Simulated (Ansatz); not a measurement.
CH6BBrSi2, SMILES [SiH3]C1[SiH2]B1Br, a single point in a Gaussian basis

Computed with Ansatz 0.2.0 through its Python package.

Input file `ch6bbrsi2.xyz`:
```text
11

Si   -1.47840   -0.46350    0.35400
C     0.20810    0.19130    0.64250
Si    1.41390   -0.71300   -0.27400
B     0.78170    1.19010   -0.48410
Br    0.64750    2.93620   -1.43530
H    -2.48370    0.63970    0.74040
H    -1.69160   -0.73010   -1.07850
H    -1.72140   -1.61200    1.13660
H     0.49230    0.51610    1.71550
H     2.85880   -0.56020    0.15110
H     1.03820   -1.45180   -1.44740
```

Run as a notebook:

```python
from pathlib import Path

import ansatz as az
```

```python
mol = az.Crystal.molecule_from_extxyz("ch6bbrsi2.xyz")
```

```python
calculation = mol.calculation().basis(gaussian="def2-SVPD").functional("b3lyp", dispersion="d3bj").orbitals()
out = calculation.run(threads=1, runs_dir="runs")
data = out.report
```

```python
data["positions_ang"]
```

    [[-1.4784, -0.4635, 0.354], [0.2081, 0.1913, 0.6425], [1.4139, -0.713, -0.274],
     [0.7817, 1.1901, -0.4841], [0.6475, 2.9362, -1.4353], [-2.4837, 0.6397, 0.7404],
     [-1.6916, -0.7301, -1.0785], [-1.7214, -1.612, 1.1366], [0.4923, 0.5161, 1.7155],
     [2.8588, -0.5602, 0.1511], [1.0382, -1.4518, -1.4474]]

```python
print(f"E = {data['free_energy_ev']:.6f} eV = {data['free_energy_ev'] / 27.211386246:.7f} Ha")
print("converged:", data["converged"], " doubts:", data["published_state_doubts"] or "none")
```

    E = -87598.887067 eV = -3219.1997231 Ha
    converged: True  doubts: none

```python
lines = Path(data["orbitals_path"]).read_text().splitlines()
field_of = lambda key: [line.split("=")[1].strip() for line in lines if line.startswith(key)]
orbitals = [(27.211386 * float(e), s, float(n)) for e, s, n in zip(field_of("Ene="), field_of("Spin="), field_of("Occup="))]
homo = max(e for e, _, n in orbitals if n > 0.5)
lumo = min(e for e, _, n in orbitals if n < 0.5)
print(f"HOMO {homo:.3f} eV, LUMO {lumo:.3f} eV, gap {lumo - homo:.3f} eV")
```

    HOMO -5.798 eV, LUMO -2.211 eV, gap 3.587 eV

What to keep in mind:
- Total energies depend on the basis set; only differences at equal settings carry meaning.
- The geometry is a force-field or estimated start, not a minimum of this method, and the basis set is short of its limit.
- b3lyp holds the VWN-RPA fit, as in Gaussian; the form of ORCA and Turbomole is b3lyp5.
- Levels such as HOMO and LUMO are orbital energies: with these approximate functionals they aren't the ionisation energy and electron affinity, and their gap isn't the fundamental gap.
- It ran for 16 s on 1 thread of Arm Neoverse V1, with other jobs on the host, peak memory 0.66 GiB.
